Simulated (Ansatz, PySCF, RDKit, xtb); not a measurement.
# Solving GeSiHF3, step by step

Only the formula GeSiHF3 is given. Aim: find the structure of lowest free energy at 600 K, then its properties.

The funnel: GFN2-xTB relaxations, single points with a density functional, relaxations at B3LYP/6-31G*, harmonic vibrations, and a last energy at a higher level. All values are calculated.

7 further runs of the same task are left out: 7 set aside as unsound or not needed.

### Step 1. Possible bonding patterns

All bonding patterns within simple valence rules are listed by program: one Lewis structure each, at most two rings and one unusual centre or charged pair. O–O, O–halogen and N–halogen bonds and N–N–N chains are not drawn. That gives 10 candidates.

| label | SMILES | spin |
| --- | --- | --- |
| c065 | [F][Ge][SiH](F)F | singlet |
| c393 | [F][Ge]([F])([F])[SiH] | triplet |
| c433 | F[SiH]=[Ge]([F])[F] | singlet |
| c592 | F[Si](F)(F)[GeH] | triplet |
| c793 | [F][GeH]=[Si](F)F | singlet |
| c796 | [F][Ge]([F])([F])[SiH] | singlet |
| c835 | [F][Ge][SiH](F)F | triplet |
| c869 | F[Si][GeH]([F])[F] | singlet |
| c905 | F[Si][GeH]([F])[F] | triplet |
| c983 | F[Si](F)(F)[GeH] | singlet |

Candidates are built by distance geometry, with a force field where one applies, in up to four conformers (letters a to d). 16 starts with atoms placed at random are added, to find patterns that the rules miss.

**Question.** With final energies at CCSD(T)/def2-SVP + MP2/def2-TZVPP - MP2/def2-SVP, which structure will this search put lowest in free energy, and by what margin?

| quantity | value |
| --- | --- |
| lowest structure found | F[Si](F)(F)[GeH], singlet, Cs |
| next finalist | [F][Ge][SiH](F)F, singlet, 15.3 kcal/mol higher in G |
| share at equilibrium, among the finalists | 100.0 % |
| harmonic wavenumbers, lowest and highest (B3LYP/6-31G*) | 54 and 1900 cm⁻¹ |
| rotational constants, same geometry | 0.1317, 0.04226, 0.04222 cm⁻¹ |
| dipole moment (PBE0/def2-TZVPD) | 2.78 D |
| HOMO energy (PBE0/def2-TZVPD) | -7.57 eV |
| LUMO energy (PBE0/def2-TZVPD) | -4.00 eV |
| HOMO–LUMO gap (PBE0/def2-TZVPD) | 3.57 eV |
| lowest excitation (TD-B3LYP/def2-SVPD) | 2.15 eV (f = 0.003) |
| strongest of the states computed, same level | 6.70 eV (f = 0.169) |
| lowest triplet excitation, same level, Tamm-Dancoff | 1.25 eV |
| vertical ionisation energy | 9.75 eV |
| vertical electron affinity | 2.09 eV |
| vertical triplet less singlet | +1.20 eV |

The lowest structure found is `F[Si](F)(F)[GeH]`. The margin of 15.3 kcal/mol over the next finalist is beyond the usual error of the last level; it says nothing of structures that weren't ranked. HF/STO-3G, r2SCAN-D4/def2-SVP, B3LYP/6-31G*, HF/def2-SVP and MP2/def2-SVP already put its bonding pattern lowest among the structures in one piece; GFN2-xTB favours the singlet [F][Ge][SiH](F)F. 3 minima inside the window were never screened. Lowest found is not proven lowest: the search is finite, and each finalist counts with one conformer. Patterns outside the rules of the enumeration were met only by chance.
